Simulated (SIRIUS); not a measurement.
# GaGe (F-43m) in SIRIUS: equation of state, part 2 of 2

SIRIUS 7.12.0.

## (4) Single point, PBEsol, 23.85 Å³/atom (volume scaled by 0.98)

sirius.json

```json
{
  "control": {
    "processing_unit": "cpu",
    "verbosity": 2,
    "num_bands_to_print": 22,
    "print_forces": true,
    "print_stress": true
  },
  "parameters": {
    "electronic_structure_method": "pseudopotential",
    "xc_functionals": ["XC_GGA_X_PBE_SOL", "XC_GGA_C_PBE_SOL"],
    "gk_cutoff": 9.0,
    "pw_cutoff": 18.0,
    "ngridk": [8, 8, 8],
    "shiftk": [0, 0, 0],
    "smearing": "fermi_dirac",
    "smearing_width": 0.0018374661,
    "num_bands": 22,
    "num_mag_dims": 0,
    "num_dft_iter": 100,
    "energy_tol": 1e-08,
    "density_tol": 1e-06
  },
  "iterative_solver": {
    "type": "davidson",
    "min_tolerance": 1e-10
  },
  "mixer": {
    "type": "anderson",
    "beta": 0.7,
    "max_history": 8
  },
  "settings": {
    "tol_ne": 1e-10,
    "pseudo_grid_cutoff": 6.5
  },
  "unit_cell": {
    "lattice_vectors": [
      [0.0, 5.439377843933, 5.439377843933],
      [5.439377843933, 0.0, 5.439377843933],
      [5.439377843933, 5.439377843933, 0.0]
    ],
    "atom_coordinate_units": "lattice",
    "atom_types": ["Ge", "Ga"],
    "atom_files": {
      "Ge": "Ge.json",
      "Ga": "Ga.json"
    },
    "atoms": {
      "Ge": [
        [0.0, 0.0, 0.0]
      ],
      "Ga": [
        [0.25, 0.25, 0.25]
      ]
    }
  }
}
```

Potentials or basis: PseudoDojo 0.4.1 PBEsol standard (scalar relativistic).

Started as:

```
$ upf_to_json Ge.upf
$ upf_to_json Ga.upf
$ OMP_NUM_THREADS=1 sirius.scf --input=sirius.json --output=out.json --task=0
```

The program printed:

```text
[info] SIRIUS version : 7.12.0
[info] number of MPI ranks           : 1
[info] MPI grid                      : 1 1
[info] maximum number of OMP threads : 1
[fft] FFT context for density and potential
[fft] =====================================
[fft]   comm size                             : 1
[fft]   plane wave cutoff                     : 18
[fft]   grid size                             : 48 48 48   total : 110592
[fft]   grid limits                           : -23 24   -23 24   -23 24
[fft]   number of G-vectors within the cutoff : 15888
[fft]   local number of G-vectors             : 15888
[fft]   number of G-shells                    : 859
[fft] FFT context for coarse grid
[fft] =====================================
[fft]   comm size                             : 1
[fft]   plane wave cutoff                     : 18
[fft]   grid size                             : 48 48 48   total : 110592
[fft]   grid limits                           : -23 24   -23 24   -23 24
[fft]   number of G-vectors within the cutoff : 15888
[fft]   local number of G-vectors             : 15888
[fft]   number of G-shells                    : 859
[unit cell] lattice vectors
[unit cell]   a1 :       0.0000000000      5.4393778439      5.4393778439
[unit cell]   a2 :       5.4393778439      0.0000000000      5.4393778439
[unit cell]   a3 :       5.4393778439      5.4393778439      0.0000000000
[unit cell] reciprocal lattice vectors
[unit cell]   b1 :      -0.5775647039      0.5775647039      0.5775647039
[unit cell]   b2 :       0.5775647039     -0.5775647039      0.5775647039
[unit cell]   b3 :       0.5775647039      0.5775647039     -0.5775647039
[unit cell] unit cell volume :       321.86790961 [a.u.^3]
[unit cell] 1/sqrt(omega)    :         0.05573926
[unit cell] MT volume        :         0.00000000 ( 0.00%)
[unit cell] IT volume        :       321.86790961 (100.00%)
[unit cell] number of atom types : 2
[unit cell] type id : 0 symbol : Ge mt_radius :  15.590000 num_atoms : 1
[unit cell] type id : 1 symbol : Ga mt_radius :  19.010000 num_atoms : 1
[unit cell] total number of atoms : 2
[unit cell] number of symmetry classes : 2
[unit cell] number of PAW atoms : 0
[unit cell] atom id  type id  class id             position                      vector_field
[unit cell] ------------------------------------------------------------------------------------------
[unit cell]      0        0        0      0.00000   0.00000   0.00000      0.00000   0.00000   0.00000
[unit cell]      1        1        1      0.25000   0.25000   0.25000      0.00000   0.00000   0.00000
[unit cell] atom id         position (Cartesian, a.u.)
[unit cell] ---------------------------------------------
[unit cell]      0       0.000000    0.000000    0.000000
[unit cell]      1       2.719689    2.719689    2.719689
[unit cell] class id : 0 atom id : 0
[unit cell] class id : 1 atom id : 1
[unit cell] minimum bond length:     4.710639
[unit cell] total number of pseudo wave-functions: 18
[sym] space group number   : 216
[sym] international symbol : F-43m
[sym] Hall symbol          : F -4 2 3
[sym] space group transformation matrix :
[sym]   0.0000  0.5000  0.5000
[sym]  -0.5000 -0.5000  0.0000
[sym]   0.5000  0.0000  0.5000
[sym] space group origin shift :
[sym]   0.0000  0.0000  0.0000
[sym] number of space group operations  : 24
[sym] number of magnetic group operations : 24
[sym] metric tensor error: 0.0000e+00
[sym] rotation matrix error: 0.0000e+00
[sym] symmetry operations
[... list of symmetry operations ...]
[atom type] label          : Ge
[atom type] --------------------------------------------------------------------------------
[atom type] symbol         : Ge
[... 273 lines left out ...]
[diagonalize] ik:   28   -0.610701   -0.610645   -0.610497   -0.609940   -0.609832   -0.258178   -0.255743   -0.255379   -0.254604   -0.254230   -0.004491    0.060133    0.188042    0.192115    0.482983    0.485670    0.498072    0.507004    0.719034    0.741551    0.785068    0.797496
[find] Charges and magnetic moments
[find] --------------------------------------------------------------------------------
[find] total charge          : 27.000000
[find] Energy
[find] --------------------------------------------------------------------------------
[find] valence_eval_sum               :      -7.87307515
[find] <rho|V^{XC}>                   :     -27.84894754
[find] <rho|E^{XC}>                   :     -42.25484405
[find] <mag|B^{XC}>                   :       0.00000000
[find] <rho|V^{H}>                    :     105.85741472
[find] one-electron contribution      :     -85.88154233 (Ha),    -171.76308466 (Ry)
[find] hartree contribution           :      52.92870736
[find] xc contribution                :     -42.25484405
[find] ewald contribution             :     -90.33107308
[find] PAW contribution               :       0.00000000
[find] smearing (-TS)                 :      -0.00030909
[find] SCF correction                 :      -0.00000002
[find] Total energy                   :    -165.53875212 (Ha),    -331.07750424 (Ry)
[find] Free energy (E-TS)             :    -165.53906120 (Ha),    -331.07812241 (Ry)
[find] band gap (eV)                  :       0.00000000
[find] Efermi                         :       0.26971661
[find] iteration : 10, RMS (target) : 4.7257e-07 (1.0000e-06) , energy difference (target) : -4.0134e-10 (1.0000e-08)
[find] bands are converged : true
[find] iterative solver converged : false
[find] converged after 11 SCF iterations!
[find] Charges and magnetic moments
[find] --------------------------------------------------------------------------------
[find] total charge          : 27.000000
[find] Energy
[find] --------------------------------------------------------------------------------
[find] valence_eval_sum               :      -7.87307515
[find] <rho|V^{XC}>                   :     -27.84894754
[find] <rho|E^{XC}>                   :     -42.25484405
[find] <mag|B^{XC}>                   :       0.00000000
[find] <rho|V^{H}>                    :     105.85741472
[find] one-electron contribution      :     -85.88154233 (Ha),    -171.76308466 (Ry)
[find] hartree contribution           :      52.92870736
[find] xc contribution                :     -42.25484405
[find] ewald contribution             :     -90.33107308
[find] PAW contribution               :       0.00000000
[find] smearing (-TS)                 :      -0.00030909
[find] SCF correction                 :      -0.00000002
[find] Total energy                   :    -165.53875212 (Ha),    -331.07750424 (Ry)
[find] Free energy (E-TS)             :    -165.53906120 (Ha),    -331.07812241 (Ry)
[find] band gap (eV)                  :       0.00000000
[find] Efermi                         :       0.26971661
[ground_state] === stress tensor components [kbar] ===
[ground_state] === stress_kin ===
[ground_state] -78893.304217   -0.000000    0.000000
[ground_state]    -0.000000-78893.304217    0.000000
[ground_state]     0.000000    0.000000-78893.304217
[ground_state] === stress_har ===
[ground_state] -16126.865324    0.000000    0.000000
[ground_state]     0.000000-16126.865324    0.000000
[ground_state]     0.000000    0.000000-16126.865324
[ground_state] === stress_ewald ===
[ground_state] 27523.004487    0.000000    0.000000
[ground_state]     0.00000027523.004487    0.000000
[ground_state]     0.000000    0.00000027523.004487
[ground_state] === stress_vloc ===
[ground_state]  -745.416933    0.000000    0.000000
[ground_state]     0.000000 -745.416933    0.000000
[ground_state]     0.000000    0.000000 -745.416933
[ground_state] === stress_xc ===
[ground_state] -12926.481410    0.000000    0.000000
[ground_state]     0.000000-12926.481410    0.000000
[ground_state]     0.000000    0.000000-12926.481410
[ground_state] === stress_core ===
[ground_state] 21844.199836    0.000000    0.000000
[ground_state]     0.00000021844.199836    0.000000
[ground_state]     0.000000    0.00000021844.199836
[ground_state] === stress_nonloc ===
[ground_state] 59338.625504   -0.000000    0.000000
[ground_state]    -0.00000059338.625504    0.000000
[ground_state]     0.000000    0.00000059338.625504
[ground_state] === stress_us_nl ===
[ground_state] 59338.625504   -0.000000    0.000000
[ground_state]    -0.00000059338.625504    0.000000
[ground_state]     0.000000    0.00000059338.625504
[ground_state] === stress_total ===
[ground_state]    13.761942   -0.000000    0.000000
[ground_state]    -0.000000   13.761942    0.000000
[ground_state]     0.000000    0.000000   13.761942
[ground_state] ==== total Forces in Ha/bohr =====
[ground_state] atom:    0, force:      -0.0000000     -0.0000000      0.0000000
[ground_state] atom:    1, force:       0.0000000      0.0000000     -0.0000000
[ground_state] ==== ultrasoft contribution from Qij =====
[ground_state] atom:    0, force:       0.0000000      0.0000000      0.0000000
[ground_state] atom:    1, force:       0.0000000      0.0000000      0.0000000
[ground_state] ==== non-local contribution from Beta-projector =====
[ground_state] atom:    0, force:      -0.0000000      0.0000000      0.0000000
[ground_state] atom:    1, force:       0.0000000      0.0000000     -0.0000000
[ground_state] ==== contribution from local potential =====
[ground_state] atom:    0, force:      -0.0000000     -0.0000000      0.0000000
[ground_state] atom:    1, force:       0.0000000      0.0000000      0.0000000
[ground_state] ==== contribution from core density =====
[ground_state] atom:    0, force:       0.0000000      0.0000000      0.0000000
[ground_state] atom:    1, force:       0.0000000      0.0000000      0.0000000
[ground_state] ==== Ewald forces from ions =====
[ground_state] atom:    0, force:       0.0000000      0.0000000      0.0000000
[ground_state] atom:    1, force:       0.0000000      0.0000000      0.0000000
[~DFT_ground_state] local op. applied: 15446
[~DFT_ground_state] evp. work count: 2829.73
[~DFT_ground_state] number of iterative solver steps: 846
```

It took 34 s on 1 thread of Intel Xeon Platinum 8488C (Sapphire Rapids), shared host; peak memory 0.36 GiB.

What came out:

- Free energy: -4504.5473 eV
- Pressure: -1.4 GPa
- Band gap on the k mesh: none (metal or under the smearing width)

## (5) Single point, PBEsol, 24.82 Å³/atom (volume scaled by 1.02)

sirius.json, as its differences from that of step 4:

```diff
@@ -38,5 +38,5 @@
     "lattice_vectors": [
-      [0.0, 5.439377843933, 5.439377843933],
-      [5.439377843933, 0.0, 5.439377843933],
-      [5.439377843933, 5.439377843933, 0.0]
+      [0.0, 5.512398340477, 5.512398340477],
+      [5.512398340477, 0.0, 5.512398340477],
+      [5.512398340477, 5.512398340477, 0.0]
     ],
```

Started as:

```
$ upf_to_json Ge.upf
$ upf_to_json Ga.upf
$ OMP_NUM_THREADS=1 sirius.scf --input=sirius.json --output=out.json --task=0
```

Wall time 32 s (1 thread of Intel Xeon Platinum 8488C (Sapphire Rapids), shared host); peak memory 0.37 GiB.

The run converged. Its results:

```
Free energy            : -4504.5194 eV
Pressure               : -3.2 GPa
Band gap on the k mesh : none (metal or under the smearing width)
```

## (6) Single point, PBEsol, 25.31 Å³/atom (volume scaled by 1.04)

sirius.json, as its differences from that of step 5:

```diff
@@ -38,5 +38,5 @@
     "lattice_vectors": [
-      [0.0, 5.512398340477, 5.512398340477],
-      [5.512398340477, 0.0, 5.512398340477],
-      [5.512398340477, 5.512398340477, 0.0]
+      [0.0, 5.54819413782, 5.54819413782],
+      [5.54819413782, 0.0, 5.54819413782],
+      [5.54819413782, 5.54819413782, 0.0]
     ],
```

Potentials or basis: PseudoDojo 0.4.1 PBEsol standard (scalar relativistic).

Started as:

```
$ upf_to_json Ge.upf
$ upf_to_json Ga.upf
$ OMP_NUM_THREADS=1 sirius.scf --input=sirius.json --output=out.json --task=0
```

It took 34 s on 1 thread of Intel Xeon Platinum 8488C (Sapphire Rapids), shared host; peak memory 0.36 GiB.

The run converged. Its results:

```
Free energy            : -4504.4978 eV
Pressure               : -3.9 GPa
Band gap on the k mesh : none (metal or under the smearing width)
```

## (7) Single point, PBEsol, 25.79 Å³/atom (volume scaled by 1.06)

sirius.json, as its differences from that of step 6:

```diff
@@ -38,5 +38,5 @@
     "lattice_vectors": [
-      [0.0, 5.54819413782, 5.54819413782],
-      [5.54819413782, 0.0, 5.54819413782],
-      [5.54819413782, 5.54819413782, 0.0]
+      [0.0, 5.583533906833, 5.583533906833],
+      [5.583533906833, 0.0, 5.583533906833],
+      [5.583533906833, 5.583533906833, 0.0]
     ],
```

Started as:

```
$ upf_to_json Ge.upf
$ upf_to_json Ga.upf
$ OMP_NUM_THREADS=1 sirius.scf --input=sirius.json --output=out.json --task=0
```

It took 34 s on 1 thread of Intel Xeon Platinum 8488C (Sapphire Rapids), shared host; peak memory 0.36 GiB.

Results (log left out):

| Property | Result |
| --- | --- |
| Free energy | -4504.4719 eV |
| Pressure | -4.6 GPa |
| Band gap on the k mesh | none (metal or under the smearing width) |

## (8) Equation of state, PBEsol

Potentials or basis: PseudoDojo 0.4.1 PBEsol standard (scalar relativistic).

No new run: the results of the series are fitted here.

Results:

* Equilibrium volume: 23.24 Å³/atom
* Bulk modulus: 56 GPa
* Pressure derivative of the bulk modulus: 4.7

Energy against volume, from the lowest point:
```tsv
volume (Å³/atom)	energy (meV/atom)
22.875	0.95
23.361	0.00
23.848	2.52
24.335	8.15
24.821	16.51
25.308	27.30
25.795	40.25
```
